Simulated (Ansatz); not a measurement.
# CH6BClGeO: a ladder of functionals and wavefunction methods

The task here is to estimate one member of a computed series from the others.

Method: functionals in def2-TZVPP, the program's frozen cores in correlated methods; program: Ansatz 0.2.0, Gaussian basis.

Plan: PBE-D4, r2SCAN-D4, PBE0-D4, B3LYP-D4, ωB97X-V, ωB97M-V, B2PLYP; CCSD(T)/def2-TZVPP; MP2/def2-QZVPP; extrapolation to the limit.

## The geometry

The geometry comes from an earlier relaxation with PBE0-D4 in a triple-zeta def2 set; it is a stationary point, not always the lowest conformer.

SMILES `ClBC[O][GeH3]`, 11 atoms, charge 0, spin multiplicity 1.

Atoms are counted from 1 here; the program's logs count them from 0.

Bond lengths: Cl1–B2 1.748 Å, B2–C3 1.561 Å, B2–H6 1.192 Å, C3–O4 1.413 Å, C3–H7 1.105 Å, C3–H8 1.102 Å, O4–Ge5 1.781 Å, Ge5–H9 1.542 Å, Ge5–H10 1.542 Å, Ge5–H11 1.530 Å. Angles: Cl1–B2–C3 118.7°, Cl1–B2–H6 117.4°, C3–B2–H6 123.9°, B2–C3–O4 115.8°, B2–C3–H7 109.9°, B2–C3–H8 106.8°, O4–C3–H7 112.4°, O4–C3–H8 107.5°, H7–C3–H8 103.6°, C3–O4–Ge5 118.1°, O4–Ge5–H9 108.3°, O4–Ge5–H10 109.2°, O4–Ge5–H11 104.9°, H9–Ge5–H10 109.5°, H9–Ge5–H11 112.5°, H10–Ge5–H11 112.3°.

Geometry (Å):

```xyz
11
CH6BClGeO
Cl   -2.1089   -1.4371    2.0946
B    -0.9292   -0.3348    1.4257
C     0.1961   -0.9087    0.5088
O     1.1328    0.0317    0.0244
Ge    0.6654    1.0398   -1.3673
H    -1.0267    0.8173    1.7167
H    -0.2510   -1.5131   -0.3007
H     0.7499   -1.6489    1.1085
H     0.4168    0.1130   -2.5738
H    -0.6308    1.8027   -1.0282
H     1.8509    1.9812   -1.5877
```

The first run:

in.yaml reads:

```yaml
crystal:
  periodic: [false, false, false]
  atoms:
    - {symbol: Cl, position_ang: [-2.108938, -1.437079, 2.094580]}
    - {symbol: B, position_ang: [-0.929191, -0.334827, 1.425698]}
    - {symbol: C, position_ang: [0.196104, -0.908713, 0.508760]}
    - {symbol: O, position_ang: [1.132760, 0.031670, 0.024389]}
    - {symbol: Ge, position_ang: [0.665417, 1.039825, -1.367252]}
    - {symbol: H, position_ang: [-1.026667, 0.817256, 1.716699]}
    - {symbol: H, position_ang: [-0.250958, -1.513114, -0.300715]}
    - {symbol: H, position_ang: [0.749921, -1.648885, 1.108505]}
    - {symbol: H, position_ang: [0.416785, 0.112984, -2.573813]}
    - {symbol: H, position_ang: [-0.630763, 1.802688, -1.028230]}
    - {symbol: H, position_ang: [1.850931, 1.981194, -1.587721]}
basis:
  gaussian: {orbitals: def2-TZVPP}
hamiltonian: {xc: pbe, dispersion: d4}
output: {forces: true, orbitals: {seedname: orbitals}}
```

Command:

```bash
$ ansatz run in.yaml --threads 4 --pin off --events-out ev --progress --plain --max-ram 10444MiB
```

Steps of the session up to this table: PBE-D4 (GGA); r2SCAN-D4 (meta-GGA); PBE0-D4 (hybrid); B3LYP-D4 (hybrid); ωB97X-V (range-separated); ωB97M-V (range-separated); B2PLYP (double hybrid); CCSD(T) in def2-TZVPP; MP2 in def2-QZVPP.

One of the session's tables, all rows but one given; the rest of the session is left out.

```
            method  atomisation energy (kJ/mol)
            PBE-D4                       3762.7
         r2SCAN-D4                       3735.4
           PBE0-D4                       3707.8
          B3LYP-D4                       3699.2
           ωB97X-V                       3731.2
           ωB97M-V                       3717.6
            B2PLYP                       3668.1
     HF/def2-TZVPP                       2732.1
    MP2/def2-TZVPP                       3686.4
   CCSD/def2-TZVPP                       3577.0
CCSD(T)/def2-TZVPP                       3631.2
           MP2/CBS                       3766.8
       CCSD(T)/CBS                            ?
```

Q: Estimate the row for CCSD(T)/CBS from the others.

**Answer.** atomisation energy (kJ/mol): 3711.6. In the column «atomisation energy (kJ/mol)» it lies between PBE0-D4 (3707.8) and ωB97M-V (3717.6).
